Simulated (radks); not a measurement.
**Tb³⁺ in [Xe] 4f8: an all-electron calculation**

One table from this session's results is given with a row withheld; the runs are named, their logs left out.

Program: radks (a radial shooting solver on a logarithmic mesh, Libxc functionals) version 1. Level of theory: non-relativistic Kohn-Sham, BLYP, spin-unpolarised, spherical densities, point nucleus. These are calculated values, not measurements, unless marked.

### What is computed

| Item | Value |
| --- | --- |
| element | terbium (Z = 65) |
| charge | +3 |
| electrons | 62 |
| configuration | [Xe] 4f8 |

The outer shells:

Tb³⁺
```
[Xe] core
4f [↑↓][↑ ][↑ ][↑ ][↑ ][↑ ][↑ ]
```

Set-up of the first run:

Input:

```text
Z 65
configuration [Xe] 4f8
relativity non-relativistic
functional b88,lyp
spin unpolarised
nucleus point
```

Started as:

```bash
$ python run_ks.py task.json out
```

This one command runs every case of the session in turn.

Among the steps run: Self-consistent calculation.

One table of the session follows, with a row left open; its other results are not shown here.

It belongs to the step «Radial structure». From the orbitals of this run (lengths in bohr):

```
level      <r>  outermost maximum (interpolated)  90 % within  nodes
   1s  0.02333                            0.0155       0.0415      0
   2s  0.09925                            0.0847        0.152      1
   2p  0.08415                            0.0659        0.136      0
   3s   0.2558                             0.236        0.373      2
   3p        ?                                 ?            ?      ?
   3d   0.2176                             0.178        0.338      0
   4s   0.5762                             0.537        0.827      3
   4p   0.5892                             0.541        0.856      2
   4d   0.6221                             0.547        0.933      1
   5s    1.386                              1.25         1.99      4
   5p    1.543                              1.36         2.25      3
   4f   0.7943                             0.539         1.34      0
```

**Question.** Estimate the row for 3p.

The run gave: <r>: 0.2455; outermost maximum (interpolated): 0.223; 90 % within: 0.366; nodes: 1. In the column «<r>» it lies between 3d (0.2176) and 3s (0.2558).

Limits of these values: Relativity is left out here, which matters for elements this heavy. Spin polarisation and multiplet splitting are left out.
